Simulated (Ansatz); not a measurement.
# UB3LYP/cc-pVDZ run of GaSiH4O (SMILES [SiH3][O][GaH])

Aim: the electronic atomisation energy of GaSiH4O at UB3LYP/cc-pVDZ, from 5 runs. 

The calculation is run with Ansatz 0.2.0.

72 further runs of the same task are left out: 72 set aside as unsound or not needed.

**1. The molecule**

GaSiH4O has 7 atoms, charge 0, and is taken as a doublet. As SMILES, `[SiH3][O][GaH]`. Geometry: relaxed at PBE0-D4/def2-TZVP. This is one conformer, not always the lowest.

Bond lengths: Si1–O2 1.632 Å, O2–Ga3 1.793 Å, Si1–H4 1.488 Å, Si1–H5 1.491 Å, Si1–H6 1.488 Å, Ga3–H7 1.605 Å. Angles: Si1–O2–Ga3 142.9°, O2–Si1–H4 109.9°, O2–Si1–H5 111.5°, O2–Si1–H6 109.9°, O2–Ga3–H7 113.7°, H4–Si1–H5 108.4°, H4–Si1–H6 108.7°, H5–Si1–H6 108.3°.

**2. The energy at UB3LYP/cc-pVDZ**

Input file job.yaml:

```yaml
crystal:
  periodic: [false, false, false]
  atoms:
    - symbol: Si
      position_ang: [-0.907100, 0.576700, -0.244500]
    - symbol: O
      position_ang: [0.281700, -0.375400, 0.340400]
    - symbol: Ga
      position_ang: [1.972300, -0.895800, 0.047800]
    - symbol: H
      position_ang: [-2.099000, -0.248300, -0.578700]
    - symbol: H
      position_ang: [-0.473700, 1.297400, -1.475800]
    - symbol: H
      position_ang: [-1.295700, 1.586500, 0.776300]
    - symbol: H
      position_ang: [2.521500, -1.941000, 1.134400]
basis:
  gaussian: {orbitals: cc-pVDZ}
magnetization: {spin_polarized: true, initial_magnetization: 1}
hamiltonian: {xc: {name: B3LYP}}
accuracy: high
output: {orbitals: {seedname: orbitals}}
```

The run is started by

```bash
$ ansatz run job.yaml --threads 1 --pin off --max-ram 3480MiB --events-out events.jsonl --progress --plain --runs-dir runs
```

The program printed:

```text
Warning: RAYON_NUM_THREADS=1 ignored (pool sized by the plan → 1); use --threads N
Functional definition: B3LYP
  name "B3LYP"
  parameter a0 = 0.2
  parameter ax = 0.72
  parameter ac = 0.81
  exchange = (1 - a0 - ax)*slater_x + ax*b88_x + a0*exact_x
  correlation = (1 - ac)*vwn_rpa_c + ac*lyp_c
1787 factors; integrals over basis functions are off by at most 4.7e-9 eV
mean field evaluation 1: about -62363.0340 eV, gradient 4.0e1 eV
mean field evaluation 2: about -62302.0510 eV, gradient 1.1e2 eV
mean field evaluation 4: about -62369.0144 eV, gradient 2.6e0 eV
mean field evaluation 8: about -62369.1331 eV, gradient 1.0e-1 eV
mean field evaluation 16: about -62369.1332 eV, gradient 3.1e-5 eV
mean field -62369.13321275 eV, -2292.0233702517 hartree, gradient 3.1e-8 eV, S^2 0.754187; 0 other end points of the search recorded, 0 dependent functions left out
reference -62369.13325268 eV, -2292.0233717190 hartree; 29, 28 occupied and 50, 51 virtual orbitals, 1787 factors
Total energy: -62369.13325268 eV, -2292.0233717190 hartree
```

Run time: 15 s. Hardware: 1 thread of Arm Neoverse V1, shared host; peak memory 0.41 GiB.

**3. The Ga atom**

Input file job.yaml:

```yaml
crystal:
  periodic: [false, false, false]
  atoms:
    - {symbol: Ga, position_ang: [0.000000, 0.000000, 0.000000]}
basis:
  gaussian:
    orbitals: cc-pVDZ
accuracy: high
hamiltonian:
  xc: {name: B3LYP}
magnetization:
  spin_polarized: true
  initial_magnetization: 1
```

The run is started by

```bash
$ ansatz run job.yaml --threads 1 --pin off --max-ram 3480MiB --events-out events.jsonl --progress --plain --runs-dir runs
```

The program printed, shortened:

```text
Warning: RAYON_NUM_THREADS=1 ignored (pool sized by the plan → 1); use --threads N
[... 7 set-up lines as earlier in the session ...]
255 factors; integrals over basis functions are off by at most 4.4e-9 eV
mean field evaluation 1: about -52377.2866 eV, gradient 2.1e0 eV
mean field evaluation 2: about -52377.3169 eV, gradient 7.3e-1 eV
mean field evaluation 4: about -52377.3187 eV, gradient 1.6e-1 eV
mean field evaluation 8: about -52377.3189 eV, gradient 2.0e-5 eV
mean field evaluation 16: about -52377.2634 eV, gradient 2.0e0 eV
mean field -52377.31886631 eV, -1924.8309657149 hartree, gradient 1.7e-9 eV, S^2 0.752055; 1 other end points of the search recorded, 0 dependent functions left out
reference -52377.31888834 eV, -1924.8309665245 hartree; 16, 15 occupied and 11, 12 virtual orbitals, 255 factors
Total energy: -52377.31888834 eV, -1924.8309665245 hartree
```

Run time: 2.1 s. Hardware: 1 thread of Arm Neoverse V1, shared host; peak memory 0.094 GiB.

**4. The H atom**

Input file run.yaml:

```yaml
crystal:
  periodic: [false, false, false]
  atoms:
    - {symbol: H, position_ang: [0.000000, 0.000000, 0.000000]}
basis:
  gaussian:
    orbitals: cc-pVDZ
accuracy: high
hamiltonian:
  xc: {name: B3LYP}
magnetization:
  spin_polarized: true
  initial_magnetization: 1
```

The run is started by

```bash
$ ansatz run run.yaml --threads 1 --pin off --max-ram 3480MiB --events-out events.jsonl --progress --plain --runs-dir runs
```

The program printed, shortened:

```text
Warning: RAYON_NUM_THREADS=1 ignored (pool sized by the plan → 1); use --threads N
[... 7 set-up lines as earlier in the session ...]
15 factors; integrals over basis functions are off by at most 4.6e-8 eV
mean field evaluation 1: about -13.6397 eV, gradient 1.5e-1 eV
mean field evaluation 2: about -13.6396 eV, gradient 1.5e-1 eV
mean field evaluation 4: about -13.6399 eV, gradient 3.7e-3 eV
mean field evaluation 8: about -13.6399 eV, gradient 7.1e-10 eV
mean field -13.63990421 eV, -0.5012572344 hartree, gradient 7.1e-10 eV, S^2 0.750000; 0 other end points of the search recorded, 0 dependent functions left out
reference -13.63992333 eV, -0.5012579369 hartree; 1, 0 occupied and 4, 5 virtual orbitals, 15 factors
Total energy: -13.63992333 eV, -0.5012579369 hartree
```

Wall time 0.14 s (1 thread of Arm Neoverse V1, shared host).

**5. The O atom at the same level**

Input file job.yaml:

```yaml
crystal:
  periodic: [false, false, false]
  atoms:
    - symbol: O
      position_ang: [0.000000, 0.000000, 0.000000]
basis:
  gaussian: {orbitals: cc-pVDZ}
magnetization: {spin_polarized: true, initial_magnetization: 2}
total_charge: 0
accuracy: high
hamiltonian: {xc: {name: B3LYP}}
```

Run the same way, it converges to -75.06850 Eh (log not shown).

**6. The Si atom at the same level**

Input file input.yaml:

```yaml
crystal:
  periodic: [false, false, false]
  atoms:
    - {symbol: Si, position_ang: [0.000000, 0.000000, 0.000000]}
basis:
  gaussian:
    orbitals: cc-pVDZ
magnetization:
  spin_polarized: true
  initial_magnetization: 2
hamiltonian:
  xc: {name: B3LYP}
accuracy: high
```

Run the same way, it converges to -289.38865 Eh (log not shown).

**7. What came out**

At UB3LYP/cc-pVDZ:

| quantity | value |
| --- | --- |
| molecule: total energy | -2292.02337 Eh |
| molecule: HOMO energy (highest over α and β) | -5.83 eV |
| molecule: LUMO energy (lowest over α and β) | -3.24 eV |
| molecule: ⟨S²⟩ | 0.754 |
| Ga atom: total energy | -1924.83097 Eh |
| Ga atom: ⟨S²⟩ | 0.752 |
| H atom: total energy | -0.50126 Eh |
| H atom: ⟨S²⟩ | 0.750 |
| O atom: total energy | -75.06850 Eh |
| O atom: ⟨S²⟩ | 2.002 |
| Si atom: total energy | -289.38865 Eh |
| Si atom: ⟨S²⟩ | 2.003 |
| electronic atomisation energy | 19.870 eV |

**Reading.** Taking the molecule apart into free atoms costs 19.87 eV (1917 kJ/mol), before zero-point energy and without spin-orbit coupling.
